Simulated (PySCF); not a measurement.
# OSn3⁺ (quartet): the SCF solver's settings

The same problem is solved with other solver options, one edit a run.

Method: method and basis as typed in the scripts; program: PySCF 2.14.0.

2 further runs of the same task are left out: 2 that didn't finish.

**1. Starting geometry**

OSn3⁺ (quartet): 4 atoms, charge 1, spin multiplicity 4.

Bond lengths: O1–Sn2 2.120 Å, O1–Sn3 2.120 Å, O1–Sn4 2.120 Å, Sn2–Sn3 3.134 Å, Sn2–Sn4 3.134 Å, Sn3–Sn4 3.134 Å. Angles: Sn2–O1–Sn3 95.3°, Sn2–O1–Sn4 95.3°, Sn3–O1–Sn4 95.3°, O1–Sn2–Sn3 42.3°, O1–Sn2–Sn4 42.3°, Sn3–Sn2–Sn4 60.0°, O1–Sn3–Sn2 42.3°, O1–Sn3–Sn4 42.3°, Sn2–Sn3–Sn4 60.0°, O1–Sn4–Sn2 42.3°, O1–Sn4–Sn3 42.3°, Sn2–Sn4–Sn3 60.0°.

As a file:

```
atom    x (Å)    y (Å)    z (Å)
  O1   0.0000   0.0000  -1.0574
 Sn2   1.8095   0.0000   0.0470
 Sn3  -0.9047   1.5670   0.0470
 Sn4  -0.9047  -1.5670   0.0470
```

**2. The run that the others are compared with**

File input.py:

```python
from pyscf import gto, dft

mol = gto.M(
    atom='O 0 0 -1.0574; Sn 1.8095 0 0.047; Sn -0.9047 1.567 0.047; Sn -0.9047 -1.567 0.047',
    basis='lanl2dz',
    ecp={'Sn': 'lanl2dz'},
    charge=1,
    spin=3,
    verbose=4,
)
mf = dft.UKS(mol, xc='pw91')
mf.kernel()
mf.dip_moment()
print('orbital energies (hartree):', [e[max(0, n-3):n+3].round(4) for e, n in zip(mf.mo_energy, mol.nelec)])
```

Launch:

```bash
$ OMP_NUM_THREADS=1 python input.py
```

Its log is not repeated here.

Base result: E(SCF) = -85.164055 Eh, 13 cycles, ⟨S²⟩ = 3.754.

The dipole of an ion depends on the origin. The quartet is typed in the script; nothing here shows that it is the ground state.

**3. Convergence threshold 1e-11 hartree**

Run 1 changes convergence threshold: default → 1e-11 hartree.

File input.py:

```python
from pyscf import gto, dft

mol = gto.M(
    atom='O 0 0 -1.0574; Sn 1.8095 0 0.047; Sn -0.9047 1.567 0.047; Sn -0.9047 -1.567 0.047',
    basis='lanl2dz',
    ecp={'Sn': 'lanl2dz'},
    charge=1,
    spin=3,
    verbose=4,
)
mf = dft.UKS(mol, xc='pw91')
mf.conv_tol = 1e-11
mf.kernel()
mf.dip_moment()
print('orbital energies (hartree):', [e[max(0, n-3):n+3].round(4) for e, n in zip(mf.mo_energy, mol.nelec)])
```

Launch:

```bash
$ OMP_NUM_THREADS=1 python input.py
```

**4. Convergence threshold 1e-16 hartree**

Run 2 changes convergence threshold: default → 1e-16 hartree.

Edit input.py of step 2 so:

```diff
@@ -11,2 +11,3 @@
 mf = dft.UKS(mol, xc='pw91')
+mf.conv_tol = 1e-16
 mf.kernel()
```

What does the calculation give? Wanted: for each run, E(SCF); from base; gap, α spin.

The runs gave:

```
                                run  E(SCF) (hartree)  from base (eV)  cycles  gap, α spin (eV)
                               base        -85.164055               0      13              2.10
convergence threshold 1e-11 hartree        -85.164055          0.0000      14              2.10
convergence threshold 1e-16 hartree        -85.164055          0.0000      21              2.10
```

Distance from each run's final energy (log10 hartree) by cycle:

```
                                run  cycle 1  cycle 2  cycle 3  cycle 5  cycle 8  cycle 12
                               base     -0.4      0.8     -0.9     -2.2     -5.4     -10.9
convergence threshold 1e-11 hartree     -0.4      0.8     -0.9     -2.2     -5.4     -10.8
convergence threshold 1e-16 hartree     -0.4      0.8     -0.9     -2.2     -5.4     -10.8
```

The SCF energy stays the same, to the digits that matter, with convergence threshold 1e-11 hartree or convergence threshold 1e-16 hartree.
